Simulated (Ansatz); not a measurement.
**FH₃NOSi radical: small, medium and large basis sets**

How large a basis does FH₃NOSi radical need? Two functionals and correlated methods are run in growing sets.

Program: Ansatz 0.2.0, Gaussian basis. Level of theory: one geometry, several basis sets. These are calculated values, not measurements.

The runs, in order: PBE0-D4/def2-SVP; ωB97M-V/def2-SVP; PBE0-D4/def2-QZVPP; ωB97M-V/def2-QZVPP; CCSD(T)/cc-pV(D+d)Z; CCSD(T)/cc-pV(T+d)Z; CCSD(T)/cc-pV(Q+d)Z; the functionals' def2-TZVPP values are taken from earlier runs.

## 1. The relaxed structure

The geometry comes from an earlier relaxation with PBE0-D4 in a triple-zeta def2 set; it is a stationary point, not always the lowest conformer.

SMILES `[NH][SiH](O)F`, 7 atoms, charge 0, spin multiplicity 2.

Atoms are counted from 1 here; the program's logs count them from 0.

Bond lengths: N1–Si2 1.741 Å, N1–H5 1.020 Å, Si2–O3 1.623 Å, Si2–F4 1.592 Å, Si2–H6 1.474 Å, O3–H7 0.960 Å. Angles: Si2–N1–H5 117.1°, N1–Si2–O3 107.8°, N1–Si2–F4 104.5°, N1–Si2–H6 118.3°, O3–Si2–F4 111.9°, O3–Si2–H6 106.6°, F4–Si2–H6 107.7°, Si2–O3–H7 117.8°.

## 2. PBE0-D4 in def2-SVP

Input file in.yaml:

```yaml
crystal:
  periodic: [false, false, false]
  atoms:
    - {symbol: N, position_ang: [-0.666588, 0.653637, -1.073016]}
    - {symbol: Si, position_ang: [-0.101325, -0.148845, 0.365127]}
    - {symbol: O, position_ang: [1.496118, -0.389935, 0.204503]}
    - {symbol: F, position_ang: [-0.909081, -1.519877, 0.401462]}
    - {symbol: H, position_ang: [-1.287492, 1.452870, -0.944799]}
    - {symbol: H, position_ang: [-0.297269, 0.522275, 1.662403]}
    - {symbol: H, position_ang: [1.826937, -0.638025, -0.661381]}
basis:
  gaussian: {orbitals: def2-SVP}
magnetization: {spin_polarized: true, initial_magnetization: 1}
hamiltonian: {xc: pbe0, dispersion: d4}
output: {orbitals: {seedname: orbitals}}
```

Started as:

```
ansatz run in.yaml --threads 2 --pin off --events-out ev --progress --plain --max-ram 32768MiB --backend cpu
```

After this run come: ωB97M-V in def2-SVP; PBE0-D4 in def2-QZVPP; ωB97M-V in def2-QZVPP; CCSD(T) in cc-pV(D+d)Z; CCSD(T) in cc-pV(T+d)Z; CCSD(T) in cc-pV(Q+d)Z.

**Question.** What will the summary of the whole plan be? Wanted: MP2 correlation recovered, cc-pV(D+d)Z; MP2 correlation recovered, cc-pV(T+d)Z; MP2 correlation recovered, cc-pV(Q+d)Z; CCSD(T) limit from def2 sets; PBE0-D4: double and triple zeta above quadruple; ωB97M-V: double and triple zeta above quadruple.

The runs gave:

| quantity | value |
| --- | --- |
| MP2 correlation recovered, cc-pV(D+d)Z | 67.2 % |
| MP2 correlation recovered, cc-pV(T+d)Z | 87.3 % |
| MP2 correlation recovered, cc-pV(Q+d)Z | 94.7 % |
| CCSD(T) limit from def2 sets (earlier runs) less the limit of this series | 5 meV |
| PBE0-D4: double and triple zeta above quadruple | 11.76, 0.66 eV |
| ωB97M-V: double and triple zeta above quadruple | 11.91, 0.61 eV |

What this shows: PBE0-D4 gains 11.11 eV from double to triple zeta, then 0.66 eV more. In cc-pV(D+d)Z MP2 holds 67 % of its limit, in cc-pV(Q+d)Z 95 %, while Hartree-Fock is within 0.205 eV in the largest set. A limit from the def2 sets, made apart, differs by 5 meV, a least measure of the doubt on such a limit. These are total energies; as a rule much of such shifts cancels in differences, which this series doesn't test.
